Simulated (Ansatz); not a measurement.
What does this script print? It uses the Ansatz DFT code, driven from Python.

`scan.py`
```python
"""Stretching a bond of CH6BOP, the rest held rigid."""

import ansatz
import numpy as np


def main() -> None:
    geometry_ang = [
        ("C", [-1.3478, -0.1258, -0.4738]),
        ("O", [-0.7643, -0.5936, 0.7188]),
        ("B", [0.3927, 0.2588, 1.0385]),
        ("P", [2.1622, -0.238, 0.4465]),
        ("H", [-0.6429, -0.1999, -1.3343]),
        ("H", [-1.7284, 0.9164, -0.3642]),
        ("H", [-2.2205, -0.7684, -0.7113]),
        ("H", [0.2482, 1.2225, 1.7066]),
        ("H", [1.6885, -1.2715, -0.4581]),
        ("H", [2.2123, 0.7997, -0.5687]),
    ]
    geometry = ansatz.Crystal.molecule()
    for symbol, xyz in geometry_ang:
        geometry = geometry.atom(symbol, xyz)

    symbols = [site.symbol for site in geometry.cartesian_sites]
    start = np.array([site.position_ang for site in geometry.cartesian_sites])
    axis = (start[3] - start[2]) / np.linalg.norm(start[3] - start[2])
    moving = [3, 8, 9]
    lengths, energies = [1.699, 1.776, 1.854, 1.931, 2.008, 2.085, 2.163, 2.278], []
    for length in lengths:
        xyz = start.copy()
        xyz[moving] += (length - np.linalg.norm(start[3] - start[2])) * axis
        point = ansatz.Crystal.molecule()
        for symbol, place in zip(symbols, xyz):
            point = point.atom(symbol, place.tolist())
        calc = (
            point.calculation()
            .basis(gaussian="cc-pVDZ")
            .correlation("mp2")
            .scf(lower_state_search="off")
        )
        data = calc.run().report
        energies.append(data["free_energy_ev"])
        print(f"r = {length:6.3f} A  E = {energies[-1]:.5f} eV  <S^2> = {abs(data['mean_field']['state']['spin_squared']):.3f}")

    # quartic fit about the minimum
    fit = np.polynomial.Polynomial.fit(lengths, np.array(energies) - min(energies), 4).convert()
    roots = [r.real for r in fit.deriv().roots() if abs(r.imag) < 1e-9 and fit.deriv(2)(r.real) > 0]
    r_e = min(roots, key=lambda r: abs(r - lengths[int(np.argmin(energies))]))
    print(f"minimum of the fit at {r_e:.4f} A, force constant {fit.deriv(2)(r_e):.2f} eV/A^2")


if __name__ == "__main__":
    main()
```

`python scan.py` gives:
```text
r =  1.699 A  E = -13120.26562 eV  <S^2> = 0.000
r =  1.776 A  E = -13120.66699 eV  <S^2> = 0.000
r =  1.854 A  E = -13120.87811 eV  <S^2> = 0.000
r =  1.931 A  E = -13120.94623 eV  <S^2> = 0.000
r =  2.008 A  E = -13120.91410 eV  <S^2> = 0.000
r =  2.085 A  E = -13120.81089 eV  <S^2> = 0.000
r =  2.163 A  E = -13120.65609 eV  <S^2> = 0.000
r =  2.278 A  E = -13120.36969 eV  <S^2> = 0.000
minimum of the fit at 1.9401 A, force constant 16.27 eV/A^2
```

Caveats:
- These settings explore the input space; basis and method may be short of convergence.
- The rest of the molecule is held rigid at a force-field or estimated start geometry, and the basis set is modest; single-reference methods fail as a bond breaks.
- The orbitals are restricted, so S² is zero by construction.
- S² is that of the Hartree-Fock reference.
- It ran for 12 s on 1 thread of Arm Neoverse N1, on a shared host, peak memory 0.21 GiB.
